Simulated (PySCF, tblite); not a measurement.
**B4N3H7, a small molecule taken as a stand-in for a surface group (BN ring, B site): NMR shifts, core binding energies and electronic excitations, part 1 of 2**

Aim: the NMR shifts, core binding energies and electronic excitations of `BB1NBNBN1`.

Computed with tblite 0.8.0 and PySCF 2.14.0; each step states its level. No surroundings beyond the atoms listed, unless a continuum is named. Atoms count from 0, parts from 1.

## 1. The system as given

14 atoms, charge 0, multiplicity 1; geometry: distance geometry start.

## 2. Relaxing the cluster with GFN2-xTB

Job settings and geometry (Å):

```
{"job": {"kind": "relax", "xc": "GFN2-xTB", "basis": "xTB"}, "charge": 0, "multiplicity": 1}
N     -0.018571    -1.387356    -0.958475
B     -0.513351    -1.392243     0.481045
N     -1.603474    -0.370487     0.823670
B     -1.606893     0.755153    -0.180357
N     -0.430089     1.122023    -1.079998
B      0.586932     0.012435    -1.091001
B      1.879729     0.284125    -0.039580
H      0.651320    -2.134291    -1.180736
H      0.372947    -1.437427     1.285589
H     -1.457011     0.030849     1.796713
H     -2.384854     1.641833     0.019430
H     -0.020228     2.029673    -0.736607
H      2.111506     1.407906     0.318384
H      2.421322    -0.584937     0.567010
```

Level: GFN2-xTB geometry optimisation, gas phase.

Run with:

```bash
$ OMP_NUM_THREADS=1 python cluster_run.py task.json out
```

One launch serves the whole session: the jobs run in the order shown.

The program printed:

```text
step      E/eV     max force
  0    -470.19538    2.976
  1    -470.73251    2.338
  2    -471.44700    3.015
  3    -471.61627    1.266
  4    -471.73562    1.262
  5    -471.98776    1.401
  6    -472.15976    1.570
  7    -472.34651    1.320
  8    -472.51208    1.060
  9    -472.66705    1.087
 10    -472.79625    1.141
 11    -472.86993    1.129
 12    -472.95022    0.665
 13    -473.01337    0.672
 14    -473.09451    0.887
 15    -473.16570    0.724
 16    -473.25915    0.840
 17    -473.36323    1.002
 18    -473.48591    1.038
 19    -473.57065    0.649
 20    -473.63152    0.573
 21    -473.68062    0.586
 22    -473.72430    0.552
 23    -473.76565    0.465
 24    -473.78986    0.463
 25    -473.83275    0.506
 26    -473.86655    0.482
 27    -473.89738    0.399
 28    -473.92261    0.434
 29    -473.94489    0.468
 30    -473.97361    0.613
 31    -473.99340    0.363
 32    -474.01560    0.407
 33    -474.03000    0.502
 34    -474.06750    0.606
 35    -474.10255    0.565
 36    -474.13743    0.592
 37    -474.16443    0.798
 38    -474.18315    0.767
 39    -474.20771    0.484
 40    -474.24212    0.279
 41    -474.25235    0.551
 42    -474.26547    0.363
 43    -474.27622    0.343
 44    -474.28530    0.330
 45    -474.29097    0.214
 46    -474.29538    0.170
 47    -474.29930    0.142
 48    -474.30233    0.123
 49    -474.30384    0.115
 50    -474.30510    0.104
 51    -474.30618    0.090
 52    -474.30716    0.080
 53    -474.30814    0.074
 54    -474.30912    0.108
 55    -474.31016    0.121
 56    -474.31145    0.111
 57    -474.31301    0.096
 58    -474.31452    0.087
 59    -474.31575    0.087
 60    -474.31687    0.090
 61    -474.31818    0.113
 62    -474.31997    0.145
 63    -474.32162    0.116
 64    -474.32268    0.085
 65    -474.32329    0.059
 66    -474.32393    0.072
 67    -474.32474    0.073
 68    -474.32558    0.061
 69    -474.32620    0.052
 70    -474.32661    0.050
 71    -474.32694    0.043
 72    -474.32729    0.043
 73    -474.32768    0.047
 74    -474.32815    0.055
 75    -474.32865    0.052
 76    -474.32925    0.067
 77    -474.32990    0.077
 78    -474.33067    0.075
 79    -474.33140    0.074
 80    -474.33213    0.077
 81    -474.33275    0.093
 82    -474.33368    0.108
 83    -474.33486    0.112
 84    -474.33674    0.101
 85    -474.33751    0.093
 86    -474.33805    0.072
 87    -474.33842    0.058
 88    -474.33870    0.043
 89    -474.33908    0.047
 90    -474.33945    0.058
 91    -474.34011    0.065
 92    -474.34074    0.054
 93    -474.34138    0.053
 94    -474.34186    0.059
 95    -474.34231    0.060
 96    -474.34276    0.055
 97    -474.34318    0.058
 98    -474.34353    0.046
 99    -474.34379    0.053
100    -474.34403    0.077
101    -474.34424    0.048
102    -474.34440    0.022
103    -474.34445    0.014
104    -474.34451    0.011
105    -474.34454    0.012
106    -474.34456    0.010
107    -474.34458    0.010
108    -474.34462    0.015
109    -474.34465    0.017
110    -474.34469    0.015
111    -474.34472    0.014
112    -474.34475    0.014
113    -474.34479    0.018
114    -474.34483    0.017
115    -474.34485    0.010
116    -474.34485    0.006
```

Run time: 1.1 s. Hardware: 1 thread of AMD EPYC 9R45, shared host.

Along the way:

```csv
step,energy from step 0 (eV),largest force (eV/Å)
0,0.0000,2.9761
4,-1.5402,1.2615
8,-2.3167,1.0597
12,-2.7548,0.6652
16,-3.0638,0.8400
20,-3.4361,0.5730
24,-3.5945,0.4625
28,-3.7272,0.4348
32,-3.8202,0.4077
36,-3.9420,0.5915
40,-4.0467,0.2789
44,-4.0899,0.3302
48,-4.1069,0.1228
52,-4.1118,0.0805
56,-4.1161,0.1110
60,-4.1215,0.0900
64,-4.1273,0.0845
68,-4.1302,0.0604
72,-4.1319,0.0431
76,-4.1339,0.0670
80,-4.1368,0.0773
84,-4.1414,0.1010
88,-4.1433,0.0433
92,-4.1454,0.0531
96,-4.1474,0.0548
100,-4.1486,0.0765
104,-4.1491,0.0118
108,-4.1492,0.0150
112,-4.1494,0.0146
116,-4.1495,0.0054
```

Distances of close pairs at the start and the end, largest changes first:

```csv
bond,before (Å),after (Å),change (Å)
B1–N2,1.533,1.416,-0.116
B3–N4,1.526,1.415,-0.111
N0–B1,1.522,1.415,-0.107
N0–B5,1.531,1.431,-0.100
N2–B3,1.508,1.416,-0.092
N4–B5,1.505,1.431,-0.074
N2–H9,1.063,1.008,-0.055
N4–H11,1.053,1.009,-0.045
```

## 3. Geometry optimisation at PBE0-D3(BJ)/def2-SVP

Job settings and geometry (Å):

```
{"job": {"xc": "PBE0", "basis": "def2-SVP", "d3": "d3bj", "grid": 2, "kind": "geom", "shake": 0.01}, "charge": 0, "multiplicity": 1}
N      0.494396    -1.099346     0.296203
B     -0.835398    -1.421354     0.720650
N     -1.855982    -0.431491     0.577608
B     -1.544257     0.856529     0.041913
N     -0.252949     1.119418    -0.374082
B      0.828495     0.199607    -0.267981
B      2.388410     0.554446    -0.758486
H      1.213324    -1.764993     0.378849
H     -1.070581    -2.471165     1.192734
H     -2.775855    -0.652215     0.894685
H     -2.437945     1.655874    -0.049924
H     -0.048762     2.037923    -0.743724
H      3.147177     1.044957    -0.050093
H      2.743448     0.357202    -1.843944
```

The program printed:

```text
step   0  E = -267.55109680  max force = 0.038960
step   1  E = -267.55871318  max force = 0.005093
step   2  E = -267.55877132  max force = 0.002260
step   3  E = -267.55879005  max force = 0.002028
step   4  E = -267.55880779  max force = 0.000491
step   5  E = -267.55880869  max force = 0.000382
optimisation converged
```

Wall time 25 s (1 thread of AMD EPYC 9R45, shared host); peak memory 0.77 GiB.

Relaxation path:

| step | energy from step 0 (eV) | largest force component (eV/Å) |
| --- | --- | --- |
| 0 | 0.0000 | 2.0034 |
| 1 | -0.2073 | 0.2619 |
| 2 | -0.2088 | 0.1162 |
| 3 | -0.2093 | 0.1043 |
| 4 | -0.2098 | 0.0252 |
| 5 | -0.2099 | 0.0196 |

Distances of close pairs at the start and the end, largest changes first:

```
  bond  before (Å)  after (Å)  change (Å)
B6–H12       1.148      1.213      +0.065
B6–H13       1.159      1.213      +0.054
 B3–N4       1.382      1.426      +0.044
 B1–H8       1.175      1.210      +0.035
 N0–H7       0.983      1.011      +0.028
 B5–B6       1.673      1.701      +0.028
 N0–B5       1.455      1.437      -0.018
 N4–B5       1.424      1.438      +0.014
```

The final coordinates are the input of the step that follows.

| at the end point | value |
| --- | --- |
| point group (found at 0.08 Å tolerance) | C2v |
| rotational constants (GHz, main isotopes) | 5.191, 2.358, 1.644 |
| dipole moment (D) | 0.08 |

## 4. NMR shieldings: PBE0/pcSseg-1

Job settings and geometry (Å):

```
{"job": {"kind": "nmr", "xc": "PBE0", "basis": "pcSseg-1"}, "charge": 0, "multiplicity": 1}
N      0.507652    -1.097302     0.313706
B     -0.806975    -1.437907     0.750128
N     -1.827195    -0.452282     0.611226
B     -1.567047     0.836234     0.059858
N     -0.233225     1.119215    -0.358860
B      0.849063     0.178593    -0.252576
B      2.425856     0.558472    -0.765615
H      1.227198    -1.800888     0.414098
H     -1.044407    -2.526988     1.221200
H     -2.765814    -0.673365     0.915243
H     -2.443954     1.662805    -0.049655
H     -0.054164     2.034955    -0.748802
H      3.244625     1.067343    -0.028964
H      2.811156     0.343229    -1.895824
```

Method: GIAO PBE0/pcSseg-1 NMR shielding, non-relativistic, gas phase.

The program printed:

```text
coarse grid: 11872 points
cycle   1  E = -267.6177443817  dE =  7.598e-01  |g| = 5.216e-01  |ddm| = 3.258e+00
cycle   2  E = -267.5800126263  dE =  3.773e-02  |g| = 6.899e-01  |ddm| = 8.529e-01
cycle   3  E = -267.6824819934  dE = -1.025e-01  |g| = 4.937e-02  |ddm| = 4.940e-01
cycle   4  E = -267.6830210575  dE = -5.391e-04  |g| = 1.785e-02  |ddm| = 5.031e-02
cycle   5  E = -267.6831000481  dE = -7.899e-05  |g| = 4.298e-03  |ddm| = 1.710e-02
cycle   6  E = -267.6831029288  dE = -2.881e-06  |g| = 2.348e-03  |ddm| = 3.818e-03
final grid: 115416 points
cycle   7  E = -267.7106691594  dE = -2.950e-05  |g| = 9.826e-03  |ddm| = 2.386e-02
cycle   8  E = -267.7106506127  dE =  1.855e-05  |g| = 1.383e-02  |ddm| = 1.462e-02
cycle   9  E = -267.7106899523  dE = -3.934e-05  |g| = 5.839e-04  |ddm| = 8.131e-03
cycle  10  E = -267.7106900430  dE = -9.073e-08  |g| = 2.354e-04  |ddm| = 7.425e-04
cycle  11  E = -267.7106900544  dE = -1.139e-08  |g| = 8.799e-05  |ddm| = 1.994e-04
cycle  12  E = -267.7106900561  dE = -1.690e-09  |g| = 1.589e-05  |ddm| = 6.337e-05
cycle  13  E = -267.7106900562  dE = -6.060e-11  |g| = 4.066e-06  |ddm| = 1.568e-05
converged SCF energy = -267.7106900562

GIAO shielding tensors (ppm)
atom      isotropic    diamagn.    paramagn.     s11        s22        s33       span
  0 N      124.016     324.336    -200.320    -23.826    151.544    244.328    268.154
  1 B       74.035     196.316    -122.280     45.204     60.336    116.566     71.362
  2 N      121.591     323.318    -201.726    -23.192    152.892    235.075    258.267
  3 B       74.041     196.406    -122.365     45.215     60.350    116.559     71.344
  4 N      124.110     324.431    -200.321    -23.834    151.541    244.622    268.457
  5 B       64.227     196.239    -132.012     25.782     47.844    119.054     93.272
  6 B       -9.577     195.158    -204.734   -125.527    -49.535    146.332    271.859
  7 H       26.113      31.903      -5.790     22.380     26.068     29.890      7.510
  8 H       26.545      28.777      -2.233     24.119     26.883     28.631      4.512
  9 H       25.667      29.422      -3.755     21.907     25.268     29.825      7.918
 10 H       26.546      28.861      -2.314     24.123     26.882     28.633      4.510
 11 H       26.139      32.050      -5.911     22.398     26.117     29.902      7.504
 12 H       21.440      28.587      -7.147     10.004     25.750     28.567     18.564
 13 H       21.441      28.597      -7.156     10.006     25.751     28.566     18.560
```

Run time: 7.4 s. Hardware: 1 thread of AMD EPYC 9R45, shared host; peak memory 0.87 GiB.

The references, computed at this level on geometries of the same kind, shield at (ppm): 1H TMS 31.27, 15N NH3 265.7, 11B BF3·OEt2 100.7. Their shielding less the atom's gives the shift. The references are single molecules in the gas phase, so shifts against H2O, NH3, PH3, H3PO4 or CFCl3 are not on the usual liquid scales and can be off by tens of ppm. Atoms listed in one row are averaged.

```
   atoms                           environment  σ (ppm)  δ (ppm)
H12, H13       hydrogen on a boron bonded to B    21.44     9.83
      H9  hydrogen on a nitrogen bonded to 2 B    25.67     5.60
 H7, H11  hydrogen on a nitrogen bonded to 2 B    26.13     5.14
 H8, H10     hydrogen on a boron bonded to 2 N    26.55     4.72
      N2             nitrogen bonded to 2 B, H    121.6    144.1
  N0, N4             nitrogen bonded to 2 B, H    124.1    141.6
      B6                boron bonded to B, 2 H     -9.6    110.3
      B5                boron bonded to B, 2 N     64.2     36.5
  B1, B3                boron bonded to 2 N, H     74.0     26.7
```

The run also stored atomic charges by several schemes (e):

| atoms | Mulliken | IAO | Hirshfeld | ESP fit |
| --- | --- | --- | --- | --- |
| N0, N4 | -0.55 | -0.44 | -0.23 | -0.65 |
| B1, B3 | 0.33 | 0.18 | 0.16 | 0.45 |
| N2 | -0.54 | -0.45 | -0.23 | -0.58 |
| B5 | 0.35 | 0.19 | 0.13 | 0.29 |
| B6 | -0.07 | -0.06 | 0.10 | 0.30 |

Mayer bond orders: N0–B1 1.16, B1–N2 1.16, N2–B3 1.16, B3–N4 1.16, N4–B5 1.13, B5–B6 1.01, B5–N0 1.13.

Ring of atoms N0, B1, N2, B3, N4, B5: NICS(0) -2.4, NICS(1) -3.2, NICS(1)zz -6.3 ppm (means of both faces).

(Continued in part 2 of 2.)
